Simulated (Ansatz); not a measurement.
# C2H3AlN radical: a ladder of functionals and wavefunction methods

One table from this session's results is given with a row withheld; the runs are named, their logs left out.

The runs use Ansatz 0.2.0, Gaussian basis; functionals in def2-TZVPP, the program's frozen cores in correlated methods.

The runs, in order: LDA (SPW92), PBE-D4, revPBE-D4, BLYP-D4, r2SCAN-D4, B97M-V, PBE0-D4, B3LYP-D4, r2SCANh-D4, r2SCAN0-D4, HSE06-D4, BHLYP-D4, CAM-B3LYP-D4, LC-ωPBE, ωB97X-V, ωB97M-V, B2PLYP, PBE-QIDH; CCSD(T)/def2-SVP; CCSD(T)/def2-TZVPP; MP2/def2-QZVPP; extrapolation to the limit; RPA on PBE.

### Structure used throughout

All runs share one geometry, relaxed beforehand with PBE0-D4 in a triple-zeta def2 set.

SMILES `[CH3][Al][C]#N`, 7 atoms, charge 0, spin multiplicity 2.

Atoms are counted from 1 here; the program's logs count them from 0.

Bond lengths: C1–Al2 1.955 Å, C1–H5 1.094 Å, C1–H6 1.094 Å, C1–H7 1.093 Å, Al2–C3 1.956 Å, C3–N4 1.156 Å. Angles: Al2–C1–H5 110.7°, Al2–C1–H6 110.6°, Al2–C1–H7 110.6°, H5–C1–H6 107.1°, H5–C1–H7 108.9°, H6–C1–H7 108.9°, C1–Al2–C3 116.5°, Al2–C3–N4 176.1°.

Set-up of the first run:

in.yaml reads:

```yaml
crystal:
  periodic: [false, false, false]
  atoms:
    - {symbol: C, position_ang: [-0.673267, 0.886296, -0.395461]}
    - {symbol: Al, position_ang: [0.922501, 0.335187, 0.590427]}
    - {symbol: C, position_ang: [1.254744, -1.588482, 0.707203]}
    - {symbol: N, position_ang: [1.516449, -2.708769, 0.817070]}
    - {symbol: H, position_ang: [-0.404558, 1.537935, -1.231650]}
    - {symbol: H, position_ang: [-1.348284, 1.454901, 0.250429]}
    - {symbol: H, position_ang: [-1.206384, 0.014931, -0.783620]}
basis:
  gaussian: {orbitals: def2-TZVPP}
magnetization: {spin_polarized: true, initial_magnetization: 1}
hamiltonian: {xc: lda}
output: {orbitals: {seedname: orbitals}}
```

Among the steps run: LDA; PBE-D4 (GGA); revPBE-D4 (GGA); BLYP-D4 (GGA); r2SCAN-D4 (meta-GGA); B97M-V (meta-GGA); PBE0-D4 (hybrid); B3LYP-D4 (hybrid); r2SCANh-D4 (hybrid); r2SCAN0-D4 (hybrid); HSE06-D4 (hybrid); BHLYP-D4 (hybrid); CAM-B3LYP-D4 (range-separated); LC-ωPBE-D4 (range-separated; the results give it without D4); ωB97X-V (range-separated); ωB97M-V (range-separated); B2PLYP (double hybrid); PBE-QIDH (double hybrid).

One table of the session follows, with a row left open; its other results are not shown here.

It belongs to the step «Orbital energies across the functionals». 

| functional | HOMO (eV) | LUMO (eV) | gap (eV) |
| --- | --- | --- | --- |
| LDA (SPW92) | -5.15 | -3.96 | 1.19 |
| PBE-D4 | -5.15 | -3.59 | 1.56 |
| revPBE-D4 | -5.13 | -3.45 | 1.68 |
| BLYP-D4 | -4.96 | -3.64 | 1.32 |
| r2SCAN-D4 | -5.46 | -3.15 | 2.31 |
| B97M-V | -5.06 | -4.02 | 1.04 |
| PBE0-D4 | -6.19 | -2.78 | 3.42 |
| B3LYP-D4 | -5.95 | -3.17 | 2.77 |
| r2SCANh-D4 | -5.83 | -2.92 | 2.92 |
| r2SCAN0-D4 | -6.40 | -2.58 | 3.82 |
| HSE06-D4 | -5.80 | -3.15 | 2.64 |
| BHLYP-D4 | -7.06 | -2.15 | 4.91 |
| CAM-B3LYP-D4 | ? | ? | ? |
| LC-ωPBE | -8.75 | -0.65 | 8.10 |
| ωB97X-V | -8.26 | -1.10 | 7.16 |
| ωB97M-V | -7.84 | -1.29 | 6.55 |

Q: Estimate the row for CAM-B3LYP-D4 from the others.

The run gave: HOMO (eV): -7.38; LUMO (eV): -2.03; gap (eV): 5.35. In the column «HOMO (eV)» it lies between ωB97M-V (-7.84) and BHLYP-D4 (-7.06).
